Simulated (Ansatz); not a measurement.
# SiO2: the cost of one run

Program: Ansatz 0.2.0. Level of theory: DFT LDA, scalar-relativistic, plane waves, PAW. These are calculated values, not measurements.

### 1 The structure to begin with

It takes space group P4_2/mnm (No. 136, tetragonal). Conventional cell: a = 4.233 Å, b = 4.233 Å, c = 2.693 Å, α = 90.00°, β = 90.00°, γ = 90.00°. Si (site symmetry mmm) is surrounded by 6 O at 1.78 to 1.84 Å. O (site symmetry m2m) has 3 Si at 1.78 to 1.84 Å as nearest neighbours.

Coordinates:

```xyz
6
Lattice="4.2332 0.0000 0.0000 0.0000 4.2332 0.0000 0.0000 0.0000 2.6935" Properties=species:S:1:pos:R:3 pbc="T T T"
Si    2.1166    2.1166    1.3467
Si    0.0000    0.0000    0.0000
O     2.9343    2.9343    0.0000
O     0.8177    3.4155    1.3467
O     1.2989    1.2989    0.0000
O     3.4155    0.8177    1.3467
```

Source of the structure: the Materials Project (structure only).

(A quick probe on a coarse mesh, which set the mesh and smearing, is not shown.)

### 3 Rough relaxation on the coarse mesh

File input.yaml:

```yaml
crystal:
  lattice:
    - [4.233169, 0.0, 0.0]
    - [0.0, 4.233169, 0.0]
    - [0.0, 0.0, 2.693495]
  atoms:
    - { symbol: Si, position: [0.5, 0.5, 0.5] }
    - { symbol: Si, position: [0.0, 0.0, 0.0] }
    - { symbol: O, position: [0.693161, 0.693161, 0.0] }
    - { symbol: O, position: [0.193161, 0.806839, 0.5] }
    - { symbol: O, position: [0.306839, 0.306839, 0.0] }
    - { symbol: O, position: [0.806839, 0.193161, 0.5] }
basis:
  ecutwfc: 420
kpoints:
  mp_grid: { grid: [6, 6, 8] }
hamiltonian:
  xc: lda
scf:
  occupations: { method: gaussian, width: 0.1 }
output:
  forces: true
  stress: true
  eigenvalues: true
relax:
  adjacent_minimum: "off"
  f_tol: 0.05
  max_steps: 80
  cell: { stress_tol: 0.5 }
```

Command:

```sh
$ ansatz run input.yaml --threads 2 --pin off --max-ram 5120MiB --backend cpu --events-out ev --progress --plain --runs-dir out
```

**Question.** How long does this run take on 2 threads of Intel Xeon Platinum 8259CL at 2.50GHz (Skylake/Cascade Lake), shared host, and how much memory does it need?

About 15 s, with a peak of 0.4 GiB.
